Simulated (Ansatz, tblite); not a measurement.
# Si(vinyl)4 (C₈H₁₂Si): a ladder of methods and basis sets

Aim: run the singlet of Si(vinyl)4 (C₈H₁₂Si) at one geometry on many levels, and compare frontier levels, spin and run time.

Program: Ansatz 0.2.0, Gaussian basis. Level of theory: as each input shows. These are calculated values, not measurements.

Levels to be run: GFN1-xTB, GFN2-xTB, PBE-D4/def2-TZVP, r2SCAN-D4/def2-TZVP, LC-ωPBE/def2-TZVP, r2SCAN0-D4/def2-TZVP, LDA/def2-TZVP, PBE-D4/def2-SVP, PBE0-D4/def2-SVP, HF/STO-3G, CCSD(T)/def2-SVP, MP2/def2-TZVP, RPA/def2-TZVP.

2 further runs of the same task are left out: 2 set aside as unsound or not needed.

**1. The relaxed structure**

The geometry is that of the singlet, from an earlier relaxation (r2SCAN-D4/def2-SVP).

21 atoms, charge 0, spin multiplicity 1.

Bond lengths: Si1–C2 1.882 Å, Si1–C7 1.880 Å, Si1–C12 1.881 Å, Si1–C17 1.880 Å, C2–C3 1.343 Å, C2–H4 1.100 Å, C3–H5 1.098 Å, C3–H6 1.097 Å, C7–C8 1.342 Å, C7–H9 1.101 Å, C8–H10 1.097 Å, C8–H11 1.098 Å, C12–C13 1.343 Å, C12–H14 1.100 Å, C13–H15 1.098 Å, C13–H16 1.098 Å, C17–C18 1.343 Å, C17–H19 1.101 Å and more. Angles: C2–Si1–C7 110.8°, C2–Si1–C12 109.3°, C2–Si1–C17 108.7°, C7–Si1–C12 108.9°, C7–Si1–C17 108.5°, C12–Si1–C17 110.7°, Si1–C2–C3 125.0°, Si1–C2–H4 117.3°, C3–C2–H4 117.6°, C2–C3–H5 121.9°, C2–C3–H6 122.1°, H5–C3–H6 116.0°, Si1–C7–C8 126.0°, Si1–C7–H9 116.4°, C8–C7–H9 117.6°, C7–C8–H10 121.6°, C7–C8–H11 122.1°, H10–C8–H11 116.3° and more.

PBE0-D4/def2-TZVP was run before; its log isn't repeated, and its numbers join the tables.

**2. GFN1-xTB**

Tight binding, by tblite at 300 K electronic temperature and without a spin-polarisation term:

```python
tblite.interface.Calculator('GFN1-xTB', numbers, positions, charge=0, uhf=0).singlepoint()
```

Energy -682.4997 eV, HOMO -11.55 eV, LUMO -7.69 eV; 0.017 s.

**3. GFN2-xTB**

Tight binding, by tblite at 300 K electronic temperature and without a spin-polarisation term:

```python
tblite.interface.Calculator('GFN2-xTB', numbers, positions, charge=0, uhf=0).singlepoint()
```

Energy -674.4880 eV, HOMO -10.42 eV, LUMO -6.51 eV; 0.012 s.

**4. PBE-D4/def2-TZVP**

start.molden holds the orbitals of an earlier run on this state, given as this run's starting guess.

The input, in.yaml:

```yaml
crystal:
  periodic: [false, false, false]
  atoms:
    - {symbol: Si, position_ang: [0.030725, 0.050152, -0.042463]}
    - {symbol: C, position_ang: [-0.018134, -0.002321, 1.837685]}
    - {symbol: C, position_ang: [0.830371, -0.699083, 2.611418]}
    - {symbol: H, position_ang: [-0.830732, 0.546312, 2.336809]}
    - {symbol: H, position_ang: [1.665934, -1.270736, 2.187029]}
    - {symbol: H, position_ang: [0.730698, -0.733066, 3.703844]}
    - {symbol: C, position_ang: [1.804080, 0.126229, -0.661117]}
    - {symbol: C, position_ang: [2.875055, 0.498229, 0.057735]}
    - {symbol: H, position_ang: [1.963697, -0.129123, -1.720109]}
    - {symbol: H, position_ang: [2.791090, 0.765252, 1.118828]}
    - {symbol: H, position_ang: [3.880213, 0.553035, -0.379789]}
    - {symbol: C, position_ang: [-0.892777, 1.573844, -0.646988]}
    - {symbol: C, position_ang: [-2.228394, 1.668166, -0.754024]}
    - {symbol: H, position_ang: [-0.298898, 2.467985, -0.889067]}
    - {symbol: H, position_ang: [-2.889332, 0.820855, -0.529998]}
    - {symbol: H, position_ang: [-2.725359, 2.594866, -1.068329]}
    - {symbol: C, position_ang: [-0.765677, -1.516619, -0.709803]}
    - {symbol: C, position_ang: [-1.571048, -1.598730, -1.780767]}
    - {symbol: H, position_ang: [-0.514341, -2.451221, -0.185093]}
    - {symbol: H, position_ang: [-1.865185, -0.707480, -2.349407]}
    - {symbol: H, position_ang: [-1.971976, -2.556535, -2.136385]}
basis:
  gaussian: {orbitals: def2-TZVP, initial_orbitals: start.molden}
hamiltonian: {xc: pbe, dispersion: d4}
scf: {omitted_lower_state_checks: [starts]}
output: {orbitals: {seedname: orbitals}}
```

The run is started by

```
> ansatz run in.yaml --threads 2 --pin off --events-out ev --progress --plain --max-ram 32768MiB --backend cuda --devices 0, --max-vram 18GiB
```

After this run come: r2SCAN-D4/def2-TZVP; LC-ωPBE/def2-TZVP; r2SCAN0-D4/def2-TZVP; LDA/def2-TZVP; PBE-D4/def2-SVP; PBE0-D4/def2-SVP; HF/STO-3G; CCSD(T)/def2-SVP; MP2/def2-TZVP; RPA/def2-TZVP.

**Question.** What will the summary of the whole plan be? Wanted: gap in def2-TZVP, named functionals, smallest and largest; correlation energy, CCSD(T)/def2-SVP; correlation energy, MP2/def2-TZVP; binding an atom, CCSD(T)/def2-SVP; PBE0 total energy, smallest basis above largest.

The runs gave:

| quantity | value |
| --- | --- |
| gap in def2-TZVP, named functionals, smallest and largest | 4.43 eV (LDA), 11.52 eV (LC-ωPBE) |
| correlation energy, CCSD(T)/def2-SVP | -35.38 eV |
| correlation energy, MP2/def2-TZVP | -37.41 eV |
| binding an atom, CCSD(T)/def2-SVP | 4.198 eV |
| PBE0 total energy, smallest basis above largest | 11.88 eV (def2-SVP, def2-TZVP) |

In words: Orbital gaps of the named functionals in def2-TZVP span 4.43 eV (LDA) to 11.52 eV (LC-ωPBE); exact exchange widens it. A small miss in a minimal or small basis is a cancelling of errors, not accuracy. The functionals in def2-TZVP miss CCSD(T)/def2-SVP by +0.132 (r2SCAN0-D4) to +0.769 eV (LDA) an atom. The yardstick is in a double-zeta basis, so levels in larger sets aren't compared like for like. CCSD(T)/def2-SVP isn't at the basis-set limit; small misses against it rank nothing.
